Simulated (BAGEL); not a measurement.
# GeH2O2 (SMILES [OH][Ge][OH]) at 4 levels

Aim: a comparison of 4 runs (HF/STO-3G, HF/3-21G, HF/6-31G*, HF/def2-SVPD) of GeH2O2. 

The results are computed with BAGEL 1.2.2.

5 further runs of the same task are left out: 4 that didn't finish, 1 set aside as unsound or not needed.

## 1. Starting point

The species is GeH2O2 (5 atoms), meant as a singlet with charge 0. SMILES: `[OH][Ge][OH]`. One bond was lengthened or shortened from a relaxed shape.

Bond lengths: O1–Ge2 1.790 Å, Ge2–O3 1.790 Å, O1–H4 0.961 Å, O3–H5 1.105 Å. Angles: O1–Ge2–O3 102.4°, Ge2–O1–H4 118.8°, Ge2–O3–H5 118.8°.

## 2. A single-point energy at HF/STO-3G (density fitting with qzvpp-jkfit) (run 1)

File input.json:

```json
{ "bagel": [

{
  "title": "molecule",
  "basis": "sto-3g",
  "df_basis": "qzvpp-jkfit",
  "angstrom": true,
  "geometry": [
    { "atom": "O", "xyz": [      -1.353672,      -0.197801,      -0.272710 ] },
    { "atom": "Ge", "xyz": [      -0.329072,      -0.994101,       0.959990 ] },
    { "atom": "O", "xyz": [       1.269228,      -0.240601,       0.674890 ] },
    { "atom": "H", "xyz": [      -0.953572,       0.452499,      -0.856810 ] },
    { "atom": "H", "xyz": [       1.366400,       0.513200,      -0.127900 ] }
  ]
},

{ "title": "hf" },

{ "title": "print", "file": "orbitals.molden", "orbitals": true }

]}
```

On the command line:

```console
$ BAGEL_NUM_THREADS=1 BAGEL input.json > input.out
```

Standard output:

```text
* using 1 threads per process

  ===============================================================
  ===============================================================

  *** Geometry ***

  { "atom" : "O", "xyz" : [     -2.558069,     -0.373790,     -0.515347 ] },
  { "atom" : "Ge", "xyz" : [     -0.621856,     -1.878579,      1.814118 ] },
  { "atom" : "O", "xyz" : [      2.398493,     -0.454670,      1.275357 ] },
  { "atom" : "H", "xyz" : [     -1.801990,      0.855099,     -1.619136 ] },
  { "atom" : "H", "xyz" : [      2.582122,      0.969807,     -0.241696 ] },

  Number of auxiliary basis functions:      456

  Since a DF basis is specified, we compute 2- and 3-index integrals:
    o Being stored without compression. Storage requirement is 0.003 GB

  Number of basis functions:       30
  Number of electrons      :       50

    * METHOD: MOLECULE                             0.14

  *** RHF ***

  === Nuclear Repulsion ===
   188.7637997042

      * DIIS with orbital gradients will be used.

  === RHF iteration (sto-3g) ===
      0      -2200.47218051          0.01901041           0.02
      1      -2200.56266642          0.00726258           0.02
      2      -2200.57502145          0.00100591           0.02
      3      -2200.57548515          0.00034490           0.02
      4      -2200.57553658          0.00013400           0.02
      5      -2200.57554964          0.00003032           0.02
      6      -2200.57555028          0.00000568           0.02
      7      -2200.57555030          0.00000167           0.02
      8      -2200.57555030          0.00000035           0.02
      9      -2200.57555030          0.00000015           0.02
     10      -2200.57555030          0.00000006           0.02
     11      -2200.57555030          0.00000002           0.02
     12      -2200.57555030          0.00000001           0.02
    * SCF iteration converged.

    * Permanent dipole moment:
           (   -0.127522,    -0.371079,     0.368956) a.u.

    * METHOD: HF                                   0.32

    * METHOD: PRINT                                0.00

  ===============================================================
```

Run time: 0.58 s. Hardware: 1 thread of Arm Neoverse V1, shared host.

## 3. A single-point energy at HF/3-21G (density fitting with qzvpp-jkfit) (run 2)

File calc.json:

```json
{ "bagel" : [

{
  "title" : "molecule",
  "basis" : "3-21g",
  "df_basis" : "qzvpp-jkfit",
  "angstrom" : true,
  "geometry" : [
    { "atom" : "O", "xyz" : [   -1.353672,   -0.197801,   -0.272710 ] },
    { "atom" : "Ge", "xyz" : [   -0.329072,   -0.994101,    0.959990 ] },
    { "atom" : "O", "xyz" : [    1.269228,   -0.240601,    0.674890 ] },
    { "atom" : "H", "xyz" : [   -0.953572,    0.452499,   -0.856810 ] },
    { "atom" : "H", "xyz" : [    1.366400,    0.513200,   -0.127900 ] }
  ]
},
{
  "title" : "hf",
  "charge" : 0
},
{
  "title" : "print",
  "file" : "orbitals.molden",
  "orbitals" : true
}

]}
```

On the command line:

```console
$ BAGEL_NUM_THREADS=1 BAGEL calc.json > calc.out
```

Standard output:

```text
* using 1 threads per process

  ===============================================================
  ===============================================================

  *** Geometry ***

  { "atom" : "O", "xyz" : [     -2.558069,     -0.373790,     -0.515347 ] },
  { "atom" : "Ge", "xyz" : [     -0.621856,     -1.878579,      1.814118 ] },
  { "atom" : "O", "xyz" : [      2.398493,     -0.454670,      1.275357 ] },
  { "atom" : "H", "xyz" : [     -1.801990,      0.855099,     -1.619136 ] },
  { "atom" : "H", "xyz" : [      2.582122,      0.969807,     -0.241696 ] },

  Number of auxiliary basis functions:      456

  Since a DF basis is specified, we compute 2- and 3-index integrals:
    o Being stored without compression. Storage requirement is 0.007 GB

  Number of basis functions:       44
  Number of electrons      :       50

    * METHOD: MOLECULE                             0.15

  *** RHF ***

  === Nuclear Repulsion ===
   188.7637997042

      * DIIS with orbital gradients will be used.

  === RHF iteration (3-21g) ===
      0      -2215.22407886          0.03949655           0.03
      1      -2215.35617870          0.02650874           0.03
      2      -2215.44337124          0.00149776           0.03
      3      -2215.44418158          0.00067379           0.03
      4      -2215.44427573          0.00021277           0.03
      5      -2215.44429639          0.00005331           0.03
      6      -2215.44429798          0.00000903           0.03
      7      -2215.44429803          0.00000268           0.03
      8      -2215.44429803          0.00000124           0.03
      9      -2215.44429803          0.00000028           0.03
     10      -2215.44429803          0.00000013           0.03
     11      -2215.44429803          0.00000005           0.03
     12      -2215.44429803          0.00000001           0.03
     13      -2215.44429803          0.00000000           0.03
    * SCF iteration converged.

    * Permanent dipole moment:
           (   -0.210262,    -0.610496,     0.606693) a.u.

    * METHOD: HF                                   0.51

    * METHOD: PRINT                                0.01

  ===============================================================
```

It took 0.78 s on 1 thread of Arm Neoverse V1, shared host.

Run 3 isn't shown in full; the table further down has it.

## 4. A single-point energy at HF/def2-SVPD (density fitting with qzvpp-jkfit) (run 4)

File input.json:

```json
{ "bagel" : [

{
  "title" : "molecule",
  "basis" : "def2-svpd.json",
  "df_basis" : "qzvpp-jkfit",
  "angstrom" : true,
  "geometry" : [
    { "atom" : "O", "xyz" : [   -1.353672,   -0.197801,   -0.272710 ] },
    { "atom" : "Ge", "xyz" : [   -0.329072,   -0.994101,    0.959990 ] },
    { "atom" : "O", "xyz" : [    1.269228,   -0.240601,    0.674890 ] },
    { "atom" : "H", "xyz" : [   -0.953572,    0.452499,   -0.856810 ] },
    { "atom" : "H", "xyz" : [    1.366400,    0.513200,   -0.127900 ] }
  ]
},
{ "title" : "hf" },
{ "title" : "print", "file" : "orbitals.molden", "orbitals" : true }

]}
```

The basis set def2-SVPD is read from a file made from the Basis Set Exchange's data (not shown).

On the command line:

```console
$ BAGEL_NUM_THREADS=1 BAGEL input.json > input.out
```

Standard output:

```text
* using 1 threads per process

  ===============================================================
  ===============================================================

  *** Geometry ***

  { "atom" : "O", "xyz" : [     -2.558069,     -0.373790,     -0.515347 ] },
  { "atom" : "Ge", "xyz" : [     -0.621856,     -1.878579,      1.814118 ] },
  { "atom" : "O", "xyz" : [      2.398493,     -0.454670,      1.275357 ] },
  { "atom" : "H", "xyz" : [     -1.801990,      0.855099,     -1.619136 ] },
  { "atom" : "H", "xyz" : [      2.582122,      0.969807,     -0.241696 ] },

  Number of auxiliary basis functions:      456

  Since a DF basis is specified, we compute 2- and 3-index integrals:
    o Being stored without compression. Storage requirement is 0.036 GB

  Number of basis functions:      100
  Number of electrons      :       50

    * METHOD: MOLECULE                             0.22

  *** RHF ***

  === Nuclear Repulsion ===
   188.7637997042

      * DIIS with orbital gradients will be used.

  === RHF iteration (def2-svpd.json) ===
      0      -2225.49347670          0.02870444           0.07
      1      -2225.64806791          0.02607491           0.07
      2      -2225.91122676          0.00177795           0.07
      3      -2225.91371304          0.00062983           0.07
      4      -2225.91394794          0.00023750           0.07
      5      -2225.91399439          0.00005151           0.07
      6      -2225.91399817          0.00001931           0.07
      7      -2225.91399846          0.00000969           0.08
      8      -2225.91399854          0.00000375           0.07
      9      -2225.91399855          0.00000148           0.07
     10      -2225.91399855          0.00000074           0.07
     11      -2225.91399855          0.00000028           0.07
     12      -2225.91399855          0.00000010           0.07
     13      -2225.91399855          0.00000005           0.07
     14      -2225.91399855          0.00000002           0.07
     15      -2225.91399855          0.00000001           0.07
     16      -2225.91399855          0.00000000           0.07
    * SCF iteration converged.

    * Permanent dipole moment:
           (   -0.166172,    -0.453371,     0.447332) a.u.

    * METHOD: HF                                   1.44

    * METHOD: PRINT                                0.03

  ===============================================================
```

It took 1.8 s on 1 thread of Arm Neoverse V1, shared host; peak memory 0.13 GiB.

## 5. All runs side by side

```
run                                                              level   energy (Eh)  dipole moment (D)  HOMO energy (eV)  LUMO energy (eV)  wall time
  1                       HF/STO-3G (density fitting with qzvpp-jkfit)  -2200.575550               1.37             -7.12              5.73     0.58 s
  2                        HF/3-21G (density fitting with qzvpp-jkfit)  -2215.444298               2.25             -9.96              1.77     0.78 s
  3  HF/6-31G* (density fitting with qzvpp-jkfit, spherical functions)  -2225.975408               1.98            -10.33              1.57      1.1 s
  4                    HF/def2-SVPD (density fitting with qzvpp-jkfit)  -2225.913999               1.67            -10.46              1.41      1.8 s
```

## 6. What came out

| quantity | value |
| --- | --- |
| run 4: total energy | -2225.91400 Eh |
| run 4: dipole moment | 1.67 D |
| run 4: HOMO energy | -10.46 eV |
| run 4: LUMO energy | 1.41 eV |
| run 4: HOMO–LUMO gap | 11.87 eV |

What this shows: The dipole moment (its size) runs from 1.37 D (HF/STO-3G) to 2.25 D (HF/3-21G). The HOMO–LUMO gap runs from 11.73 eV (HF/3-21G) to 12.85 eV (HF/STO-3G). In run 1 the basis is minimal, so the values are rough. All runs together took 4.3 s, the longest 1.8 s.
